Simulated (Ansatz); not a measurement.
**BiP in Ansatz: convergence with k mesh**

Input of the first run (k mesh 3 × 3 × 2); the others differ in this setting and in those tied to it:

Contents of input.yaml:

```yaml
crystal:
  lattice:
    - [3.84300374, 0.0, 0.0]
    - [-1.92150187, 3.32813886, 0.0]
    - [0.0, 0.0, 4.45186183]
  atoms:
    - { symbol: Bi, position: [0.006747, 0.01372, 0.503014] }
    - { symbol: P, position: [0.004327, 0.017493, 0.003821] }
hamiltonian:
  xc: lda
  pseudopotentials: { kind: nc }
kpoints:
  mp_grid: { grid: [3, 3, 2] }
scf:
  occupations: { method: methfessel_paxton, width: 0.05 }
output:
  forces: true
  stress: true
  eigenvalues: true
```

Potentials or basis: PseudoDojo standard (LDA files).

Run with:

```console
$ ansatz run input.yaml --threads 2 --pin off --max-ram 5632MiB --backend cpu --events-out ev --progress --plain --runs-dir out
```

The cell isn't the ideal one: atoms moved at random, drawn with an rms of 0.05 Å.

The cell was built by a generator and needn't be a form met in nature.

Hardware: 2 threads of Arm Neoverse V2 (shared host).

Problem. The values tried are 3 × 3 × 2, 3 × 3 × 3, 4 × 4 × 3, 5 × 5 × 4, 6 × 6 × 5, 7 × 7 × 6, 9 × 9 × 7, 11 × 11 × 8, 13 × 13 × 10, loosest first. From which on does the gap on the mesh stay within 0.01 eV of the tightest run that finished?

Solution. From 5 × 5 × 4 on.

```
      k mesh  energy less the tightest run, at zero smearing (meV/atom)  pressure (GPa)  largest force (eV/Å)  gap on the mesh (eV)  SCF cycles  CPU time (s)  peak memory (GiB)
   3 × 3 × 2                                                    -423.17           14.34                 0.132                 0.000          12           2.6               0.27
   3 × 3 × 3                                                     129.23           10.16                 0.248                 0.000           8           2.7               0.28
   4 × 4 × 3                                                     149.89           12.95                 0.195                 0.171           8           4.9               0.29
   5 × 5 × 4                                                     121.97           20.88                 0.140                 0.000           8            14               0.34
   6 × 6 × 5                                                     -40.87           18.40                 0.151                 0.000           8            17               0.39
   7 × 7 × 6                                                     -12.27           15.55                 0.183                 0.000           7            27               0.47
   9 × 9 × 7                                                      20.14           15.88                 0.167                 0.000           8            68                0.7
 11 × 11 × 8                                                      -2.15           18.51                 0.150                 0.000           8           120                  1
13 × 13 × 10                                                       0.00           16.76                 0.158                 0.000           8           220                1.6
```

Not settled before the last step: the energy (to 1 meV/atom), the pressure (to 0.1 GPa), the largest force (to 0.005 eV/Å). Meshes of other sizes hit other points, so gaps and Fermi surfaces needn't settle smoothly. The tightest run that finished is the yardstick and may itself not be fully converged.

Caveat, for the tightest run too: spin-orbit coupling is left out, which moves the levels of the heavy elements.
